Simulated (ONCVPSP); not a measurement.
# O: the cost of one run

Program: ONCVPSP 4.0.1.1 (patched build). Reference atom: PBE, scalar-relativistic, spherical and spin-unpolarised. All values are calculated.

### 1 The atom and the settings

The settings as typed:

| Property | Result |
| --- | --- |
| element | oxygen (O, Z = 8) |
| type | optimised norm-conserving Vanderbilt (ONCV) |
| frozen core | [He] |
| valence charge | 6 |
| reference configuration | 2s1.5 2p4.5 |
| partial waves | 2s: rc 0.90 bohr, ncon 3, nbas 6, qcut 8.7 1/bohr, 2 projectors, debl 3.6 Ha; 2p: rc 1.50 bohr, ncon 4, nbas 7, qcut 8.5 1/bohr, 2 projectors, debl 3.2 Ha; d scattering state at 0.03 Ha: rc 1.45 bohr, ncon 4, nbas 7, qcut 5.9 1/bohr, 2 projectors, debl 0.6 Ha |
| local potential | polynomial inside 0.80 bohr (lpopt 5, dvloc0 -1 Ha) |
| core correction | Teter function fitted to the true core (icmod 2), fcfact 0.55 |

An earlier all-electron run gives the scale for the radii.

All-electron outer shells of the reference configuration (PBE, scalar-relativistic, ld1.x):

```
shell  level (eV)  outermost node (bohr)  outermost maximum (bohr)
   1s     -515.06                      –                      0.13
   2s      -24.20                   0.28                      0.87
   2p       -9.25                      –                      0.82
```

### 2 Generation

Contents of O.dat:

```
# ATOM AND REFERENCE CONFIGURATION
# atsym  z   nc   nv     iexc    psfile
  O 8.00    1    2        4      upf
#
#   n    l    f
    1    0    2.00
    2    0    1.50
    2    1    4.50
#
# PSEUDOPOTENTIAL AND OPTIMIZATION
# lmax
    2
#
#   l,   rc,      ep,       ncon, nbas, qcut
    0    0.90    0.00    3    6    8.70
    1    1.50    0.00    4    7    8.50
    2    1.45    0.03    4    7    5.90
#
# LOCAL POTENTIAL
# lloc, lpopt,  rc(5),   dvloc0
    4    5    0.80   -1.00
#
# VANDERBILT-KLEINMAN-BYLANDER PROJECTORs
# l, nproj, debl
    0    2    3.60
    1    2    3.20
    2    2    0.60
#
# MODEL CORE CHARGE
# icmod, fcfact, rcfact
    2    0.55    0.85
#
# LOG DERIVATIVE ANALYSIS
# epsh1, epsh2, depsh
   -2.00    5.00    0.02
#
# OUTPUT GRID
# rlmax, drl
    6.00    0.01
#
# TEST CONFIGURATIONS
# ncnf
    4
# nvcnf
#   n    l    f
    2
    2    0    2.00
    2    1    4.00
#
    2
    2    0    2.00
    2    1    3.00
#
    2
    2    0    2.00
    2    1    2.00
#
    2
    2    0    2.00
    2    1    1.00
#
```

The run is started by

```bash
$ oncvpsp.x < O.dat > O.out
```

**Question.** How long does this run take on 1 thread of Intel Xeon Platinum 8559C, shared host?

About 2.3 s.
